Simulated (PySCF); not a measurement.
# C2H3B2F2N: the cost of one run

Programs: PySCF 2.14.0, with density-fitted response routines of our own. Each step states its level of theory. These are calculated values for one molecule in the gas phase, unless marked as measured. Atoms are numbered from 0 throughout.

## (1) The starting structure

10 atoms, charge 0, multiplicity 1; geometry from: GFN2-xTB. The atoms were then displaced at random by about 0.01 Å, so the start is not that level's minimum.

Bonds of the start (Å): N0–B1 1.38, B1–C2 1.51, C2–C3 1.27, C3–B4 1.47, B4–F5 1.33, B4–F6 1.33, N0–H7 1.01, N0–H8 1.00, B1–H9 1.16.

## (2) Relaxing the molecule at PBE0-D3(BJ)/def2-SVP

The job: settings as JSON, then the geometry in Å.

```
{"job": {"xc": "PBE0", "basis": "def2-SVP", "d3": "d3bj", "grid": 1, "shake": 0.01, "kind": "geom"}, "charge": 0, "multiplicity": 1}
N     -2.231620    -0.667430     0.173970
B     -1.450050    -0.050400    -0.778550
C      0.018240     0.132190    -0.495280
C      1.257150     0.294940    -0.281550
B      2.691940     0.495730    -0.032180
F      3.178260     1.632820     0.468370
F      3.615760    -0.426100    -0.262510
H     -3.223960    -0.784240     0.042300
H     -1.913710    -0.970240     1.076110
H     -1.891560     0.321810    -1.784570
```

Started as:

```sh
> OMP_NUM_THREADS=1 python probes_run.py task.json out
```

This one command runs all jobs of the session in turn.

Q: Estimate the wall time and peak memory of this first job on 1 thread of Arm Neoverse V2, shared host.

About 47 s, with a peak of 0.44 GiB.
